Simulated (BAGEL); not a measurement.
**UHF/6-311+G(d,p) (density fitting with qzvpp-jkfit) run of CH3F2Si (SMILES C[Si](F)F)**

What is the vertical electron affinity of CH3F2Si at UHF/6-311+G** (density fitting with qzvpp-jkfit)? 

The calculation is run with BAGEL 1.2.2.

### 1 The molecule

The species is CH3F2Si (7 atoms), meant as a doublet with charge 0. SMILES: `C[Si](F)F`. Geometry: relaxed at PBE0-D4/def2-TZVP.

Bond lengths: C1–Si2 1.860 Å, Si2–F3 1.598 Å, Si2–F4 1.598 Å, C1–H5 1.091 Å, C1–H6 1.091 Å, C1–H7 1.094 Å. Angles: C1–Si2–F3 108.7°, C1–Si2–F4 108.7°, F3–Si2–F4 106.1°, Si2–C1–H5 110.5°, Si2–C1–H6 110.5°, Si2–C1–H7 108.7°, H5–C1–H6 109.0°, H5–C1–H7 109.0°, H6–C1–H7 109.0°.

### 2 A single-point energy at UHF/6-311+G(d,p) (density fitting with qzvpp-jkfit)

File calc.json:

```json
{ "bagel" : [

{
  "title" : "molecule",
  "basis" : "6-311+gss.json",
  "df_basis" : "qzvpp-jkfit",
  "angstrom" : true,
  "geometry" : [
    { "atom" : "C", "xyz" : [   -0.274200,    0.729000,   -0.218000 ] },
    { "atom" : "Si", "xyz" : [    0.785100,   -0.790400,   -0.045500 ] },
    { "atom" : "F", "xyz" : [    1.077400,   -1.037600,    1.505800 ] },
    { "atom" : "F", "xyz" : [   -0.050900,   -2.056800,   -0.546000 ] },
    { "atom" : "H", "xyz" : [   -0.539200,    0.893800,   -1.263500 ] },
    { "atom" : "H", "xyz" : [    0.252700,    1.607700,    0.157300 ] },
    { "atom" : "H", "xyz" : [   -1.189800,    0.586300,    0.364200 ] }
  ]
},
{
  "title" : "uhf",
  "nopen" : 1
},
{
  "title" : "print",
  "file" : "orbitals.molden",
  "orbitals" : true
}

]}
```

The basis set 6-311+G** is read from a file made from the Basis Set Exchange's data (not shown).

Command:

```
$ BAGEL_NUM_THREADS=1 BAGEL calc.json > calc.out
```

What it wrote:

```text
* using 1 threads per process

  ===============================================================
  ===============================================================

  *** Geometry ***

  { "atom" : "C", "xyz" : [     -0.518163,      1.377610,     -0.411960 ] },
  { "atom" : "Si", "xyz" : [      1.483624,     -1.493640,     -0.085983 ] },
  { "atom" : "F", "xyz" : [      2.035991,     -1.960780,      2.845550 ] },
  { "atom" : "F", "xyz" : [     -0.096187,     -3.886789,     -1.031790 ] },
  { "atom" : "H", "xyz" : [     -1.018940,      1.689037,     -2.387669 ] },
  { "atom" : "H", "xyz" : [      0.477534,      3.038113,      0.297254 ] },
  { "atom" : "H", "xyz" : [     -2.248396,      1.107946,      0.688238 ] },

  Number of auxiliary basis functions:      411

  Since a DF basis is specified, we compute 2- and 3-index integrals:
    o Being stored without compression. Storage requirement is 0.043 GB

  Number of basis functions:      114
  Number of electrons      :       41

    * METHOD: MOLECULE                             0.63

  *** Open-shell HF ***

  === Nuclear Repulsion ===
   171.9028326721

      * DIIS with orbital gradients will be used.

  === UHF iteration (6-311+gss.json) ===
      0       -527.15029253          0.06238361           0.35
      1       -527.42502996          0.04349731           0.29
      2       -527.52851058          0.02714473           0.33
      3       -527.59434274          0.00161744           0.35
      4       -527.59531212          0.00070450           0.32
      5       -527.59555752          0.00021060           0.32
      6       -527.59561023          0.00008016           0.32
      7       -527.59562444          0.00002286           0.33
      8       -527.59562599          0.00000845           0.35
      9       -527.59562629          0.00000236           0.33
     10       -527.59562632          0.00000089           0.32
     11       -527.59562633          0.00000044           0.33
     12       -527.59562633          0.00000020           0.33
     13       -527.59562633          0.00000010           0.30
     14       -527.59562633          0.00000005           0.28
     15       -527.59562633          0.00000002           0.31
     16       -527.59562633          0.00000001           0.25
     17       -527.59562633          0.00000001           0.28
    * SCF iteration converged.

    * S^2 (UHF) is 0.7532

    * Permanent dipole moment:
           (   -0.027436,    -0.909738,     0.466813) a.u.

    * METHOD: UHF                                  6.13

    * METHOD: PRINT                                0.05

  ===============================================================
```

Wall time 7.5 s (1 thread of Intel Xeon at 2.50GHz (Skylake/Cascade Lake), shared host).

### 3 The singlet anion

File job.json:

```json
{ "bagel" : [

{
  "title" : "molecule",
  "basis" : "6-311+gss.json",
  "df_basis" : "qzvpp-jkfit",
  "angstrom" : "true",
  "geometry" : [
    { "atom" : "C", "xyz" : [      -0.274200,       0.729000,      -0.218000 ] },
    { "atom" : "Si", "xyz" : [       0.785100,      -0.790400,      -0.045500 ] },
    { "atom" : "F", "xyz" : [       1.077400,      -1.037600,       1.505800 ] },
    { "atom" : "F", "xyz" : [      -0.050900,      -2.056800,      -0.546000 ] },
    { "atom" : "H", "xyz" : [      -0.539200,       0.893800,      -1.263500 ] },
    { "atom" : "H", "xyz" : [       0.252700,       1.607700,       0.157300 ] },
    { "atom" : "H", "xyz" : [      -1.189800,       0.586300,       0.364200 ] }
  ]
},

{ "title" : "hf", "charge" : -1 },

{ "title" : "print", "file" : "orbitals.molden", "orbitals" : "true" }

]}
```

The basis set 6-311+G** is read from a file made from the Basis Set Exchange's data (not shown).

Command:

```
$ BAGEL_NUM_THREADS=1 BAGEL job.json > job.out
```

What it wrote:

```text
* using 1 threads per process

  ===============================================================
  ===============================================================

  *** Geometry ***

  { "atom" : "C", "xyz" : [     -0.518163,      1.377610,     -0.411960 ] },
  { "atom" : "Si", "xyz" : [      1.483624,     -1.493640,     -0.085983 ] },
  { "atom" : "F", "xyz" : [      2.035991,     -1.960780,      2.845550 ] },
  { "atom" : "F", "xyz" : [     -0.096187,     -3.886789,     -1.031790 ] },
  { "atom" : "H", "xyz" : [     -1.018940,      1.689037,     -2.387669 ] },
  { "atom" : "H", "xyz" : [      0.477534,      3.038113,      0.297254 ] },
  { "atom" : "H", "xyz" : [     -2.248396,      1.107946,      0.688238 ] },

  Number of auxiliary basis functions:      411

  Since a DF basis is specified, we compute 2- and 3-index integrals:
    o Being stored without compression. Storage requirement is 0.043 GB

  Number of basis functions:      114
  Number of electrons      :       41

    * METHOD: MOLECULE                             0.54

  *** RHF ***

  === Nuclear Repulsion ===
   171.9028326721

      * DIIS with orbital gradients will be used.

  === RHF iteration (6-311+gss.json) ===
      0       -527.05224821          0.03419522           0.12
      1       -527.38257863          0.02381912           0.14
      2       -527.58455392          0.00241316           0.12
      3       -527.58975160          0.00107892           0.15
      4       -527.59097785          0.00025290           0.15
      5       -527.59112160          0.00005861           0.16
      6       -527.59112974          0.00001267           0.16
      7       -527.59113008          0.00000353           0.15
      8       -527.59113011          0.00000140           0.15
      9       -527.59113011          0.00000048           0.17
     10       -527.59113011          0.00000019           0.14
     11       -527.59113011          0.00000006           0.14
     12       -527.59113011          0.00000003           0.13
     13       -527.59113011          0.00000001           0.13
     14       -527.59113011          0.00000000           0.15
    * SCF iteration converged.

    * Permanent dipole moment:
           (    1.635578,    -0.383957,    -0.709022) a.u.

    * METHOD: HF                                   2.57

    * METHOD: PRINT                                0.02

  ===============================================================
```

It took 3.9 s on 1 thread of Intel Xeon at 2.50GHz (Skylake/Cascade Lake), shared host.

### 4 Outcome

At UHF/6-311+G** (density fitting with qzvpp-jkfit):

| quantity | value |
| --- | --- |
| doublet CH3F2Si: total energy | -527.59563 Eh |
| doublet CH3F2Si: dipole moment | 2.60 D |
| doublet CH3F2Si: ⟨S²⟩ | 0.753 |
| singlet anion: total energy | -527.59113 Eh |
| singlet anion: HOMO energy | -1.05 eV |
| singlet anion: LUMO energy | 5.05 eV |
| singlet anion: HOMO–LUMO gap (to an unbound level, set by the basis) | 6.10 eV |
| vertical electron affinity (to the singlet anion) | -0.122 eV |

**Reading.** The anion lies 0.12 eV (2.8 kcal/mol) above the neutral: the electron isn't bound at this level, and such a value depends on the basis. Hartree–Fock misses the correlation that binds many anions.
